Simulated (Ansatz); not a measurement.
# AlH5OSSi: the cost of one run

Method: RKS BHLYP-D4/def2-SVP; program: Ansatz 0.2.0.

### Step 1. Reference run: AlH5OSSi, relaxed

input.yaml reads:

```yaml
crystal:
  periodic: [false, false, false]
  atoms:
    - { symbol: Al, position_ang: [-0.759188, -0.587725, -0.936923] }
    - { symbol: Si, position_ang: [0.754782, 0.504344, 1.030466] }
    - { symbol: S, position_ang: [-1.44693, -2.256422, 0.160913] }
    - { symbol: H, position_ang: [-0.395981, -0.965706, 0.84018] }
    - { symbol: O, position_ang: [-0.893891, 0.113713, -2.485955] }
    - { symbol: H, position_ang: [2.197907, 0.205741, 0.71638] }
    - { symbol: H, position_ang: [0.538299, 1.999151, 1.021058] }
    - { symbol: H, position_ang: [0.503162, 0.042406, 2.445352] }
    - { symbol: H, position_ang: [-0.498062, 0.944498, -2.79147] }
basis:
  gaussian: { orbitals: def2-SVP }
hamiltonian:
  xc: { name: BHLYP }
  dispersion: d4
output:
  forces: true
relax:
  f_tol: 0.02
  max_steps: 120
  constraints: [{ distance: [1, 3] }, { distance: [0, 1] }, { distance: [2, 3] }]
  escape_saddle: false
```

Run with:

```
ansatz run input.yaml --threads 1 --pin off --max-ram 2560MiB --backend cpu --events-out ev --progress --plain --runs-dir out
```

Q: Estimate wall time and peak memory on 1 thread of Arm Neoverse N1, shared host.

About 1.8 min, with a peak of 0.19 GiB.
